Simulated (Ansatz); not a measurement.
Write a Python script for the Python package of Ansatz (0.2.0) that makes the interaction energy of a dimer with the counterpoise correction of CH4BI, SMILES BCI. Settings (for the species named): r2SCAN, def2-SVPD basis, multiplicity 1, D3BJ dispersion.

```xyz
7

B    -0.7828    0.1143   -0.4514
C     0.5811    0.0929    0.2511
I     0.8851   -1.8437    1.0622
H    -1.4677   -0.7739   -0.4933
H    -1.1807    1.1559   -0.9948
H     0.6191    0.8647    1.0646
H     1.4072    0.3218   -0.4842
```

The script, `dimer_ch4bi.py`:
```python
# -*- coding: utf-8 -*-
"""Binding of a CH4BI dimer at a trial geometry."""

import ansatz as az

FIRST = [
    ("B", (-0.7916, 0.124, -0.4449)),
    ("C", (0.5723, 0.1026, 0.2576)),
    ("I", (0.8763, -1.834, 1.0687)),
    ("H", (-1.4765, -0.7642, -0.4868)),
    ("H", (-1.1895, 1.1656, -0.9883)),
    ("H", (0.6103, 0.8744, 1.0711)),
    ("H", (1.3984, 0.3315, -0.4777)),
]
SECOND = [
    ("B", (3.2925, 1.6849, -1.0804)),
    ("C", (1.9543, 2.2088, -1.6181)),
    ("I", (0.9522, 3.2211, -0.0459)),
    ("H", (3.6317, 1.8356, -0.0212)),
    ("H", (4.0498, 1.0462, -1.8267)),
    ("H", (1.3231, 1.3632, -1.9996)),
    ("H", (2.1265, 2.927, -2.4725)),
]

def energy(atoms, ghosts=()):
    molecule = az.Crystal.molecule()
    for symbol, xyz in atoms:
        molecule = molecule.atom(symbol, xyz)
    calc = (
        molecule.calculation()
        .basis(gaussian="def2-SVPD")
        .functional("r2scan", dispersion="d3bj")
        .accuracy("medium")
        .scf(lower_state_search="standard")
    )
    deck = calc.input()
    if ghosts:
        deck = deck.set(az.key.basis.gaussian.ghost_atoms, [{"symbol": s, "position_ang": list(xyz)} for s, xyz in ghosts])
    return az.Session.from_dict(deck).plan().execute().report["free_energy_ev"]


def main():
    # monomers in their own basis and in the basis of the dimer
    both = energy(FIRST + SECOND)
    alone = energy(FIRST) + energy(SECOND)
    ghosted = energy(FIRST, SECOND) + energy(SECOND, FIRST)
    print(f"dimer {both:.6f} eV")
    print(f"interaction, uncorrected   {(both - alone):8.3f} eV")
    print(f"interaction, counterpoise  {(both - ghosted):8.3f} eV")
    print(f"basis-set superposition    {(alone - ghosted):8.3f} eV")


if __name__ == "__main__":
    main()
```

Running `python dimer_ch4bi.py` prints:
```text
DeckWarning: the engine holds no damping parameters fitted to this dispersion correction and functional, so the run takes those fitted to r2scan beside the three-body term, which d3bj leaves out (hamiltonian.dispersion, under Limitations)
dimer -19757.636550 eV
interaction, uncorrected      0.329 eV
interaction, counterpoise     0.377 eV
basis-set superposition       0.048 eV
```
(Warnings from the package without file and line.)

Uncorrected it is 0.329 eV, with the counterpoise correction 0.377 eV; the difference, 0.05 eV, is the superposition error. In this basis both values are repulsive.

What to keep in mind:
- The settings weren't tested for convergence.
- The dimer is a generated trial pose of unrelaxed monomers, not a minimum, so the figure is no binding energy, and the basis set is small.
- def2 sets replace the cores of elements past krypton by effective core potentials.
- A dispersion term here runs with damping parameters fitted for another variant or functional.
- Wall time of the script: 72 s on 1 thread of Arm Neoverse V1, with other jobs on the host, peak memory 0.43 GiB.
